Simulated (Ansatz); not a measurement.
# BClFGaH₂: an energy map over angle Cl4–Ga2–B1 and angle H5–B1–H6

How does the energy of BClFGaH2, SMILES [BH2][Ga]([F])[Cl] change over two coordinates at once? A grid of runs gives the map.

Program: Ansatz 0.2.0. Level of theory: RKS PBE0-D4/def2-TZVP. These are calculated values, not measurements.

### 1 The starting structure

SMILES `[BH2][Ga]([F])[Cl]`, 6 atoms, charge 0, spin multiplicity 1.

Atoms are counted from 1 here; the program's logs count them from 0.

Bond lengths: B1–Ga2 2.076 Å, B1–H5 1.214 Å, B1–H6 1.214 Å, Ga2–F3 1.773 Å, Ga2–Cl4 2.167 Å. Angles: Ga2–B1–H5 120.4°, Ga2–B1–H6 120.5°, H5–B1–H6 119.1°, B1–Ga2–F3 123.9°, B1–Ga2–Cl4 124.9°, F3–Ga2–Cl4 111.2°.

Coordinates:

```xyz
6
BClFGaH2
B    -0.0265    0.9666   -0.7204
Ga    0.0622   -0.7443    0.4516
F     0.7737   -2.2760   -0.0878
Cl   -0.6930   -0.9023    2.4770
H    -0.9677    1.1538   -1.4637
H     0.8513    1.8022   -0.6567
```

This geometry comes from a loose relaxation at PBE in a small basis, which is not shown.

### 2 Geometry optimisation

input.yaml reads:

```yaml
crystal:
  periodic: [false, false, false]
  atoms:
    - { symbol: B, position_ang: [-0.02647, 0.966625, -0.72035] }
    - { symbol: Ga, position_ang: [0.062196, -0.744295, 0.451585] }
    - { symbol: F, position_ang: [0.773721, -2.276013, -0.087844] }
    - { symbol: Cl, position_ang: [-0.693037, -0.902335, 2.477021] }
    - { symbol: H, position_ang: [-0.967698, 1.153789, -1.463727] }
    - { symbol: H, position_ang: [0.851298, 1.802229, -0.656693] }
basis:
  gaussian: { orbitals: def2-TZVP }
hamiltonian:
  xc: pbe0
  dispersion: d4
output:
  forces: true
relax:
  f_tol: 0.003
  max_steps: 120
```

Command:

```bash
> ansatz run input.yaml --threads 1 --pin off --max-ram 2560MiB --backend cpu --events-out ev --progress --plain --runs-dir out
```

Log, shortened:

```text
Warning: RAYON_NUM_THREADS=1 ignored (pool sized by the plan → 1); use --threads N
[...]
Functional definition: PBE0
[...]
1094 factors; their error is unknown
[...]
mean field -68315.27863918 eV, -2510.5401842310 hartree, gradient 7.5e-5 eV, S^2 0.000000; 0 other end points of the search recorded, 0 dependent functions left out
[...]
reference -68315.27867091 eV, -2510.5401853968 hartree; 32, 32 occupied and 127, 127 virtual orbitals, 1094 factors
relax step   1: F+E_penalty+E_count = -68315.37972520 eV  Δ(F+E_penalty+E_count) = +0.000e0 eV  max|allowed force component| = 4.599e-1 eV/Å  Δτ_max = 0.0000 Å  (26 SCF iters, accepted)
[...]
relax step   7: F+E_penalty+E_count = -68315.40234043 eV  Δ(F+E_penalty+E_count) = -5.001e-5 eV  max|allowed force component| = 2.258e-3 eV/Å  Δτ_max = 0.0100 Å  (31 SCF iters, accepted)
[...]
relax step   8: F+E_penalty+E_count = -68315.40235013 eV  Δ(F+E_penalty+E_count) = -9.701e-6 eV  max|allowed force component| = 1.687e-3 eV/Å  Δτ_max = 0.0067 Å  (32 SCF iters, accepted)
1094 factors; their error is unknown
mean field -68315.30059791 eV, -2510.5409911992 hartree, gradient 1.7e-5 eV, S^2 0.000000; 1 other end points of the search recorded, 0 dependent functions left out
[...]
reference -68315.30062954 eV, -2510.5409923618 hartree; 32, 32 occupied and 127, 127 virtual orbitals, 1094 factors
Total energy: -68315.40238177 eV, -2510.5447316872 hartree
Atom 0 at    -0.027030     0.962512    -0.717710 Å, force    -0.000141     0.001687    -0.001117 eV/Å
Atom 1 at     0.060392    -0.741948     0.456991 Å, force     0.000181    -0.001602     0.000970 eV/Å
Atom 2 at     0.784052    -2.244848    -0.081457 Å, force    -0.000018     0.000060     0.000031 eV/Å
Atom 3 at    -0.703650    -0.904400     2.449407 Å, force     0.000005     0.000158    -0.000175 eV/Å
Atom 4 at    -0.964857     1.160595    -1.426725 Å, force     0.000419     0.000040     0.000321 eV/Å
Atom 5 at     0.851104     1.768090    -0.680514 Å, force    -0.000447    -0.000342    -0.000029 eV/Å
Dipole moment:    -0.053223     0.567226    -0.332163 e Å
```

Run time: 67 s. Hardware: 1 thread of Arm Neoverse V2, shared host; peak memory 0.35 GiB.

Along the way:

| step | energy from step 1 (eV) | largest force component (eV/Å) |
| --- | --- | --- |
| 1 | 0.0000 | 0.4599 |
| 2 | -0.0204 | 0.2079 |
| 3 | -0.0225 | 0.0212 |
| 4 | -0.0225 | 0.0270 |
| 5 | -0.0225 | 0.0027 |
| 6 | -0.0226 | 0.0054 |
| 7 | -0.0226 | 0.0023 |
| 8 | -0.0226 | 0.0017 |

Close pairs (by a distance rule), those that changed most:

| bond | before (Å) | after (Å) | change (Å) |
| --- | --- | --- | --- |
| Ga2–Cl4 | 2.167 | 2.140 | -0.027 |
| B1–H5 | 1.214 | 1.192 | -0.022 |
| B1–H6 | 1.214 | 1.192 | -0.021 |
| Ga2–F3 | 1.773 | 1.753 | -0.020 |
| B1–Ga2 | 2.076 | 2.072 | -0.004 |

### 3 The grid

First coordinate, angle Cl4–Ga2–B1: 15 values from 100.1 to 150.1 °. Second coordinate, angle H5–B1–H6: 15 values from 94.1 to 144.1 °.

Nothing else is relaxed (all other coordinates rigid). Energies count from the relaxed molecule at the same level. Points are written as (first, second).

Of the runs on the grid, 3 are shown in the steps below; the others differ only in the two coordinates.

### 4 Grid point (121.5°, 104.8°)

input.yaml reads:

```yaml
crystal:
  periodic: [false, false, false]
  atoms:
    - { symbol: B, position_ang: [-0.02703, 0.962512, -0.71771] }
    - { symbol: Ga, position_ang: [0.060392, -0.741948, 0.456991] }
    - { symbol: F, position_ang: [0.784052, -2.244848, -0.081457] }
    - { symbol: Cl, position_ang: [-0.742981, -0.775531, 2.440256] }
    - { symbol: H, position_ang: [-0.816914, 1.408523, -1.491413] }
    - { symbol: H, position_ang: [0.851104, 1.76809, -0.680514] }
basis:
  gaussian: { orbitals: def2-TZVP }
hamiltonian:
  xc: pbe0
  dispersion: d4
output:
  forces: true
```

Command:

```bash
> ansatz run input.yaml --threads 1 --pin off --max-ram 2560MiB --backend cpu --events-out ev --progress --plain --runs-dir out
```

Log, shortened:

```text
Warning: RAYON_NUM_THREADS=1 ignored (pool sized by the plan → 1); use --threads N
[...]
[... 1 set-up line as earlier in the session ...]
[...]
1094 factors; their error is unknown
[...]
mean field -68315.17669730 eV, -2510.5364379360 hartree, gradient 7.6e-5 eV, S^2 0.000000; 0 other end points of the search recorded, 0 dependent functions left out
[...]
reference -68315.17672858 eV, -2510.5364390853 hartree; 32, 32 occupied and 127, 127 virtual orbitals, 1094 factors
Total energy: -68315.27835945 eV, -2510.5401739509 hartree
Atom 0 at    -0.027030     0.962512    -0.717710 Å, force     0.287961     0.644719    -0.312870 eV/Å
Atom 1 at     0.060392    -0.741948     0.456991 Å, force    -0.225633     0.141824    -0.237547 eV/Å
Atom 2 at     0.784052    -2.244848    -0.081457 Å, force    -0.029784     0.067894     0.116226 eV/Å
Atom 3 at    -0.742981    -0.775531     2.440256 Å, force     0.073285    -0.081289    -0.023485 eV/Å
Atom 4 at    -0.816914     1.408523    -1.491413 Å, force    -0.512286    -0.602480     0.079921 eV/Å
Atom 5 at     0.851104     1.768090    -0.680514 Å, force     0.406456    -0.170668     0.377755 eV/Å
Dipole moment:    -0.034987     0.493510    -0.286481 e Å
```

It took 7.1 s on 1 thread of Arm Neoverse V2, shared host; peak memory 0.34 GiB.

That is 12.0 kJ/mol from the zero.

### 5 Grid point (125.1°, 119.1°)

input.yaml, as its differences from that of step 4:

```diff
@@ -6,4 +6,4 @@
     - { symbol: F, position_ang: [0.784052, -2.244848, -0.081457] }
-    - { symbol: Cl, position_ang: [-0.742981, -0.775531, 2.440256] }
-    - { symbol: H, position_ang: [-0.816914, 1.408523, -1.491413] }
+    - { symbol: Cl, position_ang: [-0.703834, -0.903823, 2.449384] }
+    - { symbol: H, position_ang: [-0.965233, 1.159792, -1.426451] }
     - { symbol: H, position_ang: [0.851104, 1.76809, -0.680514] }
```

Command:

```bash
> ansatz run input.yaml --threads 1 --pin off --max-ram 2560MiB --backend cpu --events-out ev --progress --plain --runs-dir out
```

Log, shortened:

```text
Warning: RAYON_NUM_THREADS=1 ignored (pool sized by the plan → 1); use --threads N
[...]
[... 1 set-up line as earlier in the session ...]
[...]
1094 factors; their error is unknown
[...]
mean field -68315.30059346 eV, -2510.5409910357 hartree, gradient 7.1e-5 eV, S^2 0.000000; 0 other end points of the search recorded, 0 dependent functions left out
[...]
reference -68315.30062510 eV, -2510.5409921985 hartree; 32, 32 occupied and 127, 127 virtual orbitals, 1094 factors
Total energy: -68315.40238039 eV, -2510.5447316366 hartree
Atom 0 at    -0.027030     0.962512    -0.717710 Å, force    -0.000581    -0.000774    -0.000165 eV/Å
Atom 1 at     0.060392    -0.741948     0.456991 Å, force     0.001012    -0.001046     0.001051 eV/Å
Atom 2 at     0.784052    -2.244848    -0.081457 Å, force    -0.000244    -0.000245     0.000457 eV/Å
Atom 3 at    -0.703834    -0.903823     2.449384 Å, force    -0.000034    -0.000418     0.000059 eV/Å
Atom 4 at    -0.965233     1.159792    -1.426451 Å, force     0.001465     0.002237    -0.000350 eV/Å
Atom 5 at     0.851104     1.768090    -0.680514 Å, force    -0.001618     0.000245    -0.001051 eV/Å
Dipole moment:    -0.053206     0.567106    -0.332206 e Å
```

Run time: 6.8 s. Hardware: 1 thread of Arm Neoverse V2, shared host; peak memory 0.34 GiB.

On the map this point reads 0.0 kJ/mol.

### 6 Grid point (143.0°, 140.5°)

input.yaml, as its differences from that of step 5:

```diff
@@ -6,4 +6,4 @@
     - { symbol: F, position_ang: [0.784052, -2.244848, -0.081457] }
-    - { symbol: Cl, position_ang: [-0.703834, -0.903823, 2.449384] }
-    - { symbol: H, position_ang: [-0.965233, 1.159792, -1.426451] }
+    - { symbol: Cl, position_ang: [-0.467835, -1.522407, 2.37838] }
+    - { symbol: H, position_ang: [-1.07671, 0.769726, -1.249184] }
     - { symbol: H, position_ang: [0.851104, 1.76809, -0.680514] }
```

Command:

```bash
> ansatz run input.yaml --threads 1 --pin off --max-ram 2560MiB --backend cpu --events-out ev --progress --plain --runs-dir out
```

Log, shortened:

```text
Warning: RAYON_NUM_THREADS=1 ignored (pool sized by the plan → 1); use --threads N
[...]
[... 1 set-up line as earlier in the session ...]
[...]
1094 factors; their error is unknown
[...]
mean field -68314.83192794 eV, -2510.5237678956 hartree, gradient 7.6e-5 eV, S^2 0.000000; 0 other end points of the search recorded, 0 dependent functions left out
[...]
reference -68314.83196000 eV, -2510.5237690739 hartree; 32, 32 occupied and 127, 127 virtual orbitals, 1094 factors
Total energy: -68314.93351442 eV, -2510.5275011299 hartree
Atom 0 at    -0.027030     0.962512    -0.717710 Å, force    -0.158170    -0.971172     0.864136 eV/Å
Atom 1 at     0.060392    -0.741948     0.456991 Å, force     0.556614    -0.568622     0.670481 eV/Å
Atom 2 at     0.784052    -2.244848    -0.081457 Å, force     0.268927    -0.095904    -0.786007 eV/Å
Atom 3 at    -0.467835    -1.522407     2.378380 Å, force    -0.377302     0.500046     0.340867 eV/Å
Atom 4 at    -1.076710     0.769726    -1.249184 Å, force     0.138947     0.983205    -0.649884 eV/Å
Atom 5 at     0.851104     1.768090    -0.680514 Å, force    -0.429017     0.152447    -0.439593 eV/Å
Dipole moment:    -0.129515     0.837192    -0.424823 e Å
```

It took 6.9 s on 1 thread of Arm Neoverse V2, shared host; peak memory 0.34 GiB.

On the map this point reads 45.2 kJ/mol.

### 7 The map

225 points were computed. Energies in kJ/mol, from the relaxed molecule at the same level:

```tsv
angle H5–B1–H6 (°) ↓, angle Cl4–Ga2–B1 (°) →	100.1	103.7	107.3	110.8	114.4	118.0	121.5	125.1	128.7	132.3	135.8	139.4	143.0	146.5	150.1
144.1	65.9	58.2	51.6	46.1	41.6	38.2	36.1	35.3	35.8	37.9	41.5	47.0	54.5	64.2	77.1
140.5	56.8	49.0	42.3	36.8	32.2	28.8	26.7	25.9	26.4	28.5	32.1	37.6	45.2	55.0	67.9
136.9	49.0	41.2	34.4	28.8	24.2	20.8	18.8	17.9	18.5	20.6	24.2	29.8	37.4	47.2	60.2
133.3	42.7	34.8	27.9	22.3	17.7	14.3	12.2	11.4	12.0	14.1	17.8	23.4	31.1	41.0	53.9
129.8	37.9	29.9	23.0	17.4	12.8	9.4	7.3	6.5	7.1	9.3	13.0	18.6	26.4	36.3	49.3
126.2	34.3	26.2	19.3	13.7	9.1	5.7	3.6	2.9	3.5	5.7	9.5	15.2	23.0	32.9	46.0
122.6	32.1	24.0	17.1	11.5	6.8	3.5	1.5	0.7	1.4	3.6	7.4	13.2	21.0	31.0	44.2
119.1	31.3	23.2	16.3	10.6	6.1	2.7	0.7	0.0	0.7	3.0	6.8	12.6	20.5	30.6	43.8
115.5	31.9	23.8	16.9	11.2	6.7	3.3	1.4	0.7	1.5	3.8	7.7	13.5	21.5	31.6	44.9
111.9	33.9	25.8	18.9	13.3	8.7	5.4	3.5	2.9	3.7	6.1	10.0	15.9	23.9	34.1	47.4
108.3	37.4	29.3	22.3	16.7	12.2	9.0	7.1	6.5	7.4	9.8	13.8	19.7	27.8	38.0	51.4
104.8	42.1	34.0	27.1	21.5	17.0	13.8	12.0	11.4	12.3	14.8	18.8	24.8	33.0	43.2	56.7
101.2	48.4	40.3	33.4	27.9	23.4	20.2	18.4	17.9	18.9	21.4	25.5	31.5	39.7	50.0	63.5
97.6	56.1	48.0	41.2	35.7	31.2	28.1	26.3	25.9	26.9	29.5	33.6	39.7	47.9	58.3	71.9
94.1	65.0	57.0	50.1	44.6	40.2	37.2	35.4	35.0	36.1	38.7	42.9	49.1	57.4	67.8	81.4
```

On the same grid, largest force on an atom (eV/Å):

| angle H5–B1–H6 (°) ↓, angle Cl4–Ga2–B1 (°) → | 100.1 | 103.7 | 107.3 | 110.8 | 114.4 | 118.0 | 121.5 | 125.1 | 128.7 | 132.3 | 135.8 | 139.4 | 143.0 | 146.5 | 150.1 |
| --- | --- | --- | --- | --- | --- | --- | --- | --- | --- | --- | --- | --- | --- | --- | --- |
| 144.1 | 1.53 | 1.52 | 1.51 | 1.50 | 1.49 | 1.49 | 1.49 | 1.49 | 1.49 | 1.50 | 1.50 | 1.50 | 1.51 | 1.51 | 1.51 |
| 140.5 | 1.35 | 1.33 | 1.32 | 1.31 | 1.30 | 1.29 | 1.29 | 1.29 | 1.29 | 1.30 | 1.30 | 1.31 | 1.31 | 1.31 | 1.40 |
| 136.9 | 1.23 | 1.14 | 1.12 | 1.11 | 1.09 | 1.09 | 1.08 | 1.08 | 1.08 | 1.09 | 1.09 | 1.10 | 1.10 | 1.11 | 1.39 |
| 133.3 | 1.21 | 1.01 | 0.92 | 0.90 | 0.88 | 0.87 | 0.87 | 0.87 | 0.87 | 0.87 | 0.88 | 0.89 | 0.89 | 1.07 | 1.39 |
| 129.8 | 1.21 | 1.01 | 0.82 | 0.70 | 0.68 | 0.66 | 0.66 | 0.65 | 0.65 | 0.66 | 0.67 | 0.69 | 0.81 | 1.06 | 1.38 |
| 126.2 | 1.21 | 1.01 | 0.81 | 0.64 | 0.47 | 0.45 | 0.44 | 0.43 | 0.43 | 0.44 | 0.51 | 0.64 | 0.81 | 1.06 | 1.38 |
| 122.6 | 1.22 | 1.02 | 0.82 | 0.64 | 0.47 | 0.30 | 0.22 | 0.21 | 0.22 | 0.33 | 0.46 | 0.59 | 0.80 | 1.05 | 1.37 |
| 119.1 | 1.23 | 1.03 | 0.84 | 0.66 | 0.48 | 0.31 | 0.16 | 0.00 | 0.15 | 0.30 | 0.43 | 0.59 | 0.80 | 1.05 | 1.37 |
| 115.5 | 1.25 | 1.05 | 0.86 | 0.69 | 0.51 | 0.35 | 0.22 | 0.21 | 0.22 | 0.28 | 0.41 | 0.58 | 0.80 | 1.05 | 1.36 |
| 111.9 | 1.28 | 1.08 | 0.89 | 0.72 | 0.55 | 0.42 | 0.41 | 0.41 | 0.42 | 0.43 | 0.45 | 0.58 | 0.79 | 1.04 | 1.36 |
| 108.3 | 1.30 | 1.11 | 0.92 | 0.75 | 0.62 | 0.61 | 0.60 | 0.60 | 0.61 | 0.62 | 0.63 | 0.65 | 0.79 | 1.04 | 1.36 |
| 104.8 | 1.33 | 1.14 | 0.96 | 0.80 | 0.79 | 0.79 | 0.79 | 0.80 | 0.81 | 0.81 | 0.82 | 0.83 | 0.84 | 1.04 | 1.35 |
| 101.2 | 1.36 | 1.17 | 1.00 | 0.98 | 0.99 | 0.99 | 1.00 | 1.00 | 1.01 | 1.02 | 1.02 | 1.03 | 1.04 | 1.05 | 1.35 |
| 97.6 | 1.39 | 1.21 | 1.18 | 1.19 | 1.19 | 1.20 | 1.20 | 1.21 | 1.22 | 1.22 | 1.23 | 1.24 | 1.24 | 1.25 | 1.35 |
| 94.1 | 1.43 | 1.38 | 1.38 | 1.39 | 1.39 | 1.40 | 1.40 | 1.41 | 1.41 | 1.42 | 1.43 | 1.43 | 1.44 | 1.45 | 1.46 |

### 8 Summary of results

```
                       quantity                                                                           value
                   lowest point                                                    (125.1°, 119.1°), 0.0 kJ/mol
         highest computed point                                   (150.1°, 94.1°), 81.4 kJ/mol above the lowest
largest force on an atom (eV/Å)  0.00 at (125.1°, 119.1°) to 1.53 at (100.1°, 144.1°); 0.00 at the lowest point
        time for the whole task                                                 28 min on 1 thread, shared host
```

In words: The lowest computed point is at (125.1°, 119.1°), 0.0 kJ/mol from the relaxed molecule at the same level. No other kind of well shows on this grid. The highest computed point, (150.1°, 94.1°), lies 81.4 kJ/mol above the lowest. Round the minimum the two coordinates are nearly uncoupled.
